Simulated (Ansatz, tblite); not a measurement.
# Al7P8 wurtzite off disc (Al7P8H22+): one state, many levels

An exercise on one series of results from a longer session: the logs are not shown, and one member is left open.

Method: as each input shows; program: Ansatz 0.2.0, Gaussian basis.

The runs, in order: GFN1-xTB, GFN2-xTB, PBE-D4/def2-TZVP, r2SCAN-D4/def2-TZVP, LC-ωPBE/def2-TZVP, r2SCANh-D4/def2-TZVP, BHLYP-D4/def2-TZVP, PBE+5HF/def2-SVP, PBE+10HF/def2-SVP, PBE+15HF/def2-SVP, PBE+35HF/def2-SVP, PBE+50HF/def2-SVP, PBE-D4/def2-SVP, PBE0-D4/def2-SVP, HF/6-31G, B3LYP-D4/6-31G, MP2/def2-SVP, RPA/def2-SVP.

**The geometry**

The singlet was relaxed beforehand with PBE-D4/def2-SVP.

37 atoms, charge 1, spin multiplicity 1.

Bond lengths: Al1–P2 2.445 Å, Al1–P3 2.441 Å, Al1–H16 1.589 Å, Al1–H17 1.621 Å, P2–Al5 2.403 Å, P2–H18 1.429 Å, P2–H19 1.429 Å, P3–Al4 2.396 Å, P3–Al11 2.375 Å, P3–H20 1.432 Å, Al4–P6 2.430 Å, Al4–P7 2.396 Å, Al4–H21 1.592 Å, Al5–P6 2.398 Å, Al5–P12 2.435 Å, Al5–H22 1.589 Å, P6–Al9 2.398 Å, P6–H23 1.436 Å and more. Angles: P2–Al1–P3 98.6°, P2–Al1–H16 113.9°, P2–Al1–H17 96.8°, P3–Al1–H16 115.7°, P3–Al1–H17 100.4°, H16–Al1–H17 126.6°, Al1–P2–Al5 113.4°, Al1–P2–H18 116.6°, Al1–P2–H19 110.0°, Al5–P2–H18 107.0°, Al5–P2–H19 109.0°, H18–P2–H19 99.7°, Al1–P3–Al4 123.8°, Al1–P3–Al11 92.7°, Al1–P3–H20 106.6°, Al4–P3–Al11 118.9°, Al4–P3–H20 107.3°, Al11–P3–H20 105.8° and more.

The ion is computed in the gas phase, without counter-ions or solvent.

PBE0-D4/def2-TZVP was run before; its log isn't repeated, and its numbers join the tables.

The first run:

Tight binding, by tblite at 300 K electronic temperature and without a spin-polarisation term:

```python
tblite.interface.Calculator('GFN1-xTB', numbers, positions, charge=1, uhf=0).singlepoint()
```

Tight binding, by tblite at 300 K electronic temperature and without a spin-polarisation term:

```python
tblite.interface.Calculator('GFN2-xTB', numbers, positions, charge=1, uhf=0).singlepoint()
```

start.molden holds the orbitals of an earlier run on this state, given as this run's starting guess.

in.yaml

```yaml
crystal:
  periodic: [false, false, false]
  atoms:
    - {symbol: Al, position_ang: [1.178680, -4.188169, -1.023926]}
    - {symbol: P, position_ang: [0.287955, -4.050469, 1.248969]}
    - {symbol: P, position_ang: [0.467717, -1.996530, -1.829281]}
    - {symbol: Al, position_ang: [-1.495862, -0.864158, -1.053251]}
    - {symbol: Al, position_ang: [0.683038, -1.926827, 2.302182]}
    - {symbol: P, position_ang: [-1.076658, -0.621073, 1.327541]}
    - {symbol: P, position_ang: [-1.493277, 1.401703, -1.831706]}
    - {symbol: Al, position_ang: [-3.038559, 3.112605, -1.030304]}
    - {symbol: Al, position_ang: [-1.332277, 1.556117, 2.300000]}
    - {symbol: P, position_ang: [-3.367769, 2.272490, 1.242267]}
    - {symbol: Al, position_ang: [2.593716, -1.027853, -1.403430]}
    - {symbol: P, position_ang: [2.608119, -1.140872, 1.034601]}
    - {symbol: P, position_ang: [2.350093, 1.356141, -1.815293]}
    - {symbol: Al, position_ang: [0.407314, 2.759436, -1.403868]}
    - {symbol: P, position_ang: [0.312851, 2.829562, 1.034004]}
    - {symbol: H, position_ang: [0.641885, -5.433250, -1.852240]}
    - {symbol: H, position_ang: [2.722918, -3.873835, -0.645695]}
    - {symbol: H, position_ang: [-1.100633, -4.345686, 1.411273]}
    - {symbol: H, position_ang: [0.850919, -5.084378, 2.059176]}
    - {symbol: H, position_ang: [0.363961, -2.098807, -3.253553]}
    - {symbol: H, position_ang: [-2.855991, -1.648882, -1.317261]}
    - {symbol: H, position_ang: [0.876155, -1.836581, 3.876623]}
    - {symbol: H, position_ang: [-2.213175, -1.278459, 1.908975]}
    - {symbol: H, position_ang: [-1.631658, 1.361184, -3.256133]}
    - {symbol: H, position_ang: [-4.383875, 3.268232, -1.861174]}
    - {symbol: H, position_ang: [-1.996093, 4.293867, -0.650852]}
    - {symbol: H, position_ang: [-1.160530, 1.680135, 3.874626]}
    - {symbol: H, position_ang: [-4.316359, 1.215970, 1.402610]}
    - {symbol: H, position_ang: [-3.985021, 3.276012, 2.051160]}
    - {symbol: H, position_ang: [3.902000, -1.584944, -2.107540]}
    - {symbol: H, position_ang: [3.766848, -1.862805, 1.453855]}
    - {symbol: H, position_ang: [2.949434, 0.139911, 1.576517]}
    - {symbol: H, position_ang: [2.496512, 1.440953, -3.237176]}
    - {symbol: H, position_ang: [3.550156, 2.048639, -1.453870]}
    - {symbol: H, position_ang: [0.579307, 4.171013, -2.107873]}
    - {symbol: H, position_ang: [1.591702, 2.485100, 1.578398]}
    - {symbol: H, position_ang: [0.266490, 4.194527, 1.451658]}
basis:
  gaussian: {orbitals: def2-TZVP, fitting: {mean_field: def2-universal-jkfit}, initial_orbitals: start.molden}
total_charge: 1
hamiltonian: {xc: pbe, dispersion: d4}
scf: {omitted_lower_state_checks: [starts]}
output: {orbitals: {seedname: orbitals}}
```

Launch:

```
$ ansatz run in.yaml --threads 2 --pin off --events-out ev --progress --plain --max-ram 22528MiB --backend cuda --devices 0, --max-vram 18GiB
```

Steps of the session up to this table: PBE-D4/def2-TZVP; r2SCAN-D4/def2-TZVP; LC-ωPBE/def2-TZVP; r2SCANh-D4/def2-TZVP; BHLYP-D4/def2-TZVP; PBE+5HF/def2-SVP; PBE+10HF/def2-SVP; PBE+15HF/def2-SVP; PBE+35HF/def2-SVP; PBE+50HF/def2-SVP; PBE-D4/def2-SVP; PBE0-D4/def2-SVP; HF/6-31G; B3LYP-D4/6-31G; MP2/def2-SVP; RPA/def2-SVP.

One of the session's tables, all rows but one given; the rest of the session is left out.

| level | HOMO (eV) | LUMO (eV) | gap (eV) |
| --- | --- | --- | --- |
| HF/6-31G | -12.66 | -0.98 | 11.69 |
| PBE-D4/def2-SVP | -9.31 | -5.12 | 4.19 |
| PBE-D4/def2-TZVP | -9.29 | -5.39 | 3.90 |
| r2SCAN-D4/def2-TZVP | -9.55 | -5.30 | 4.25 |
| r2SCANh-D4/def2-TZVP | -9.92 | -5.03 | 4.89 |
| B3LYP-D4/6-31G | -10.11 | -4.02 | 6.09 |
| PBE0-D4/def2-SVP | -10.37 | -4.39 | 5.97 |
| PBE0-D4/def2-TZVP | -10.31 | -4.66 | 5.66 |
| BHLYP-D4/def2-TZVP | -11.23 | -3.77 | 7.46 |
| LC-ωPBE/def2-TZVP | -12.75 | -2.64 | 10.11 |
| PBE+5HF/def2-SVP | -9.52 | -4.97 | 4.55 |
| PBE+10HF/def2-SVP | -9.73 | -4.83 | 4.90 |
| PBE+15HF/def2-SVP | -9.94 | -4.68 | 5.26 |
| PBE+35HF/def2-SVP | ? | ? | ? |
| PBE+50HF/def2-SVP | -11.45 | -3.68 | 7.78 |

**Question.** Estimate the row for PBE+35HF/def2-SVP.

As computed: HOMO (eV): -10.80; LUMO (eV): -4.11; gap (eV): 6.69. In the column «HOMO (eV)» it lies between BHLYP-D4/def2-TZVP (-11.23) and PBE0-D4/def2-SVP (-10.37).
